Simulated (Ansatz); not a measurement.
**TiAl: a tetragonal deformation path**

One table from this session's results is given with a row withheld; the runs are named, their logs left out.

Program: Ansatz 0.2.0. Level of theory: DFT r2SCAN, scalar-relativistic, plane waves, PAW. These are calculated values, not measurements.

2 further runs of the same task are left out: 1 that didn't finish, 1 set aside as unsound or not needed. Runs told in other sessions of the task aren't counted.

## The system as given

The structure is tetragonal, space group P4/mmm (No. 123). The conventional cell has a = 2.811 Å, b = 2.811 Å, c = 4.065 Å, α = 90.00°, β = 90.00°, γ = 90.00°. Ti (site symmetry 4/mmm) is surrounded by 4 Ti at 2.81 Å and 8 Al at 2.84 Å. Al (site symmetry 4/mmm) has 4 Al at 2.81 Å and 8 Ti at 2.84 Å in its first shell of neighbours.

As a file:

```cif
data_structure
_symmetry_space_group_name_H-M 'P 1'
_symmetry_Int_Tables_number 1
_cell_length_a 2.8106
_cell_length_b 2.8106
_cell_length_c 4.0650
_cell_angle_alpha 90.000
_cell_angle_beta 90.000
_cell_angle_gamma 90.000
_cell_volume 32.11
loop_
_atom_site_label
_atom_site_type_symbol
_atom_site_fract_x
_atom_site_fract_y
_atom_site_fract_z
_atom_site_occupancy
Ti1 Ti 0.00000 0.00000 0.00000 1
Al1 Al 0.50000 0.50000 0.50000 1
```

This cell was relaxed beforehand with the same method: volume 16.06 Å³/atom, gap on the mesh none (metal).

The first run:

input.yaml

```yaml
crystal:
  lattice:
    - [2.810562101, 0.0, 0.0]
    - [0.0, 2.810562101, 0.0]
    - [0.0, 0.0, 4.0650007537]
  atoms:
    - { symbol: Ti, position: [0.0, 0.0, 0.0] }
    - { symbol: Al, position: [0.5, 0.5, 0.5] }
basis:
  ecutwfc: 500
kpoints:
  mp_grid: { grid: [24, 24, 16] }
hamiltonian:
  xc: r2scan
scf:
  occupations: { method: gaussian, width: 0.15 }
output:
  forces: true
  stress: true
  eigenvalues: true
```

The run is started by

```
$ ansatz run input.yaml --threads 1 --pin off --max-ram 2560MiB --backend cpu --events-out ev --progress --plain --runs-dir out
```

Among the steps run: The reference: the undisturbed cell on the scan's mesh; Point ρ = 0.850; Point ρ = 1.200; At ρ = 0.920; ρ = 1.100; Point ρ = 0.960; At ρ = 1.050; At ρ = 0.800.

One table of the session follows, with a row left open; its other results are not shown here.

| ρ | ΔE (meV/atom) | pressure (GPa) |
| --- | --- | --- |
| 0.800 | 95.6 | -0.4 |
| 0.850 | 58.4 | -0.3 |
| 0.920 | 18.3 | -0.2 |
| 0.960 | 5.0 | 0.0 |
| 1.000 | 0.0 | 0.0 |
| 1.050 | 8.8 | 0.0 |
| 1.100 | ? | ? |
| 1.200 | 121.6 | 0.6 |

Q: Estimate the row for ρ = 1.100 from the others.

Worked estimate for «ΔE (meV/atom)». A straight line through the neighbours (1.050, 8.8) and (1.200, 121.6) gives 8.8 + (121.6 − 8.8) × (1.100 − 1.050) / (1.200 − 1.050) = 46.4; a parabola fitted to 3 rows on both sides gives 32.0.

**Answer.** ΔE (meV/atom): 33.1; pressure (GPa): 0.1. In «ΔE (meV/atom)» the line misses by +13.3 and the parabola by -1.1.
